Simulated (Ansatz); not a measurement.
# H₃LiSiTe (SMILES [Li][SiH2][TeH]): one structure at several levels

How do the functionals fare away from a minimum? The structure is a structure displaced at random from a GFN2-xTB minimum.

Program: Ansatz 0.2.0, Gaussian basis. Level of theory: single points in def2-TZVPP. These are calculated values, not measurements.

Cores are frozen in the correlated methods. Filled d shells of the heavier atoms are correlated. Core potentials replace the inner electrons past krypton, and spin-orbit coupling is left out. The outer core shell of Li, Na, Mg and K is correlated.

## Step 1: The starting structure

6 atoms, charge 0, spin multiplicity 1.

Atoms are counted from 1 here; the program's logs count them from 0.

Bond lengths: Li1–Si2 2.452 Å, Li1–Te3 2.899 Å, Si2–Te3 2.578 Å, Si2–H4 1.480 Å, Si2–H5 1.486 Å, Te3–H6 1.696 Å. Angles: Si2–Li1–Te3 56.9°, Li1–Si2–Te3 70.3°, Li1–Si2–H4 126.2°, Li1–Si2–H5 136.0°, Te3–Si2–H4 96.2°, Te3–Si2–H5 101.3°, H4–Si2–H5 97.3°, Li1–Te3–Si2 52.8°, Li1–Te3–H6 53.8°, Si2–Te3–H6 87.6°.

Coordinates:

```xyz
6
H3LiSiTe
Li   -1.9100    0.6508    0.3398
Si   -0.0919   -0.5652   -0.7686
Te    0.7206    0.3182    1.5130
H     0.2832   -1.9781   -0.5369
H     1.0550   -0.2077   -1.6435
H    -0.0247    1.7921    1.1262
```

## Step 2: CCSD(T)/def2-TZVPP

File run/in.yaml:

```yaml
crystal:
  periodic: [false, false, false]
  atoms:
    - {symbol: Li, position_ang: [-1.910000, 0.650800, 0.339800]}
    - {symbol: Si, position_ang: [-0.091900, -0.565200, -0.768600]}
    - {symbol: Te, position_ang: [0.720600, 0.318200, 1.513000]}
    - {symbol: H, position_ang: [0.283200, -1.978100, -0.536900]}
    - {symbol: H, position_ang: [1.055000, -0.207700, -1.643500]}
    - {symbol: H, position_ang: [-0.024700, 1.792100, 1.126200]}
basis:
  gaussian: {orbitals: def2-TZVPP}
correlation: {method: ccsd_t}
output: {forces: true}
```

No record of the launch command was kept for these runs.

## Step 3: PBE0-D4/def2-TZVPP

Edit run/in.yaml of step 2 so:

```diff
@@ -11,3 +11,3 @@
   gaussian: {orbitals: def2-TZVPP}
-correlation: {method: ccsd_t}
-output: {forces: true}
+hamiltonian: {xc: pbe0, dispersion: d4}
+output: {forces: true, orbitals: {seedname: orbitals}}
```

## Step 4: wB97M-V/def2-TZVPP

Edit run/in.yaml of step 3 so:

```diff
@@ -11,3 +11,3 @@
   gaussian: {orbitals: def2-TZVPP}
-hamiltonian: {xc: pbe0, dispersion: d4}
-output: {forces: true, orbitals: {seedname: orbitals}}
+hamiltonian: {xc: {name: wB97M-V}}
+output: {forces: true}
```

## Step 5: r2SCAN-D4/def2-TZVPP

Edit run/in.yaml of step 4 so:

```diff
@@ -11,3 +11,3 @@
   gaussian: {orbitals: def2-TZVPP}
-hamiltonian: {xc: {name: wB97M-V}}
+hamiltonian: {xc: r2scan, dispersion: d4}
 output: {forces: true}
```

## Step 6: PBE-D4/def2-TZVPP

Edit run/in.yaml of step 5 so:

```diff
@@ -11,3 +11,3 @@
   gaussian: {orbitals: def2-TZVPP}
-hamiltonian: {xc: r2scan, dispersion: d4}
+hamiltonian: {xc: pbe, dispersion: d4}
 output: {forces: true}
```

## Step 7: SPW92/def2-TZVPP

Edit run/in.yaml of step 6 so:

```diff
@@ -11,3 +11,3 @@
   gaussian: {orbitals: def2-TZVPP}
-hamiltonian: {xc: pbe, dispersion: d4}
+hamiltonian: {xc: lda}
 output: {forces: true}
```

## Step 8: HSE06-D4/def2-TZVPP

Edit run/in.yaml of step 7 so:

```diff
@@ -11,3 +11,3 @@
   gaussian: {orbitals: def2-TZVPP}
-hamiltonian: {xc: lda}
+hamiltonian: {xc: hse06, dispersion: d4}
 output: {forces: true}
```

(Steps that only read results are left out.)

Q: Predict the outcome of this session. Wanted: energy less free atoms, CCSD(T)/def2-TZVPP; RMS force component; RMS force error; HOMO and LUMO, PBE0-D4; T1 diagnostic.

The runs gave:

| quantity | value |
| --- | --- |
| energy less free atoms, CCSD(T)/def2-TZVPP | -1342.3 kJ/mol |
| RMS force component | 0.252 to 0.291 eV/Å over the methods |
| RMS force error | PBE0-D4 0.079, wB97M-V 0.045, r2SCAN-D4 0.063, PBE-D4 0.174, SPW92 0.192, HSE06-D4 0.079 eV/Å |
| HOMO and LUMO, PBE0-D4 | -5.49 and -1.53 eV |
| T1 diagnostic | 0.011 |

**Reading.** Against CCSD(T) the functionals' energies less atoms differ by -217.0 to -20.2 kJ/mol, PBE-D4 by -34.3 kJ/mol. A larger basis would deepen the CCSD(T) value, while the functionals are nearly converged already, so the order here is not reliable. The forces of wB97M-V come nearest to CCSD(T), those of SPW92 are farthest. Frozen-core CCSD(T) forces in triple zeta carry basis errors of their own, and this is one geometry, so small gaps rank nothing.
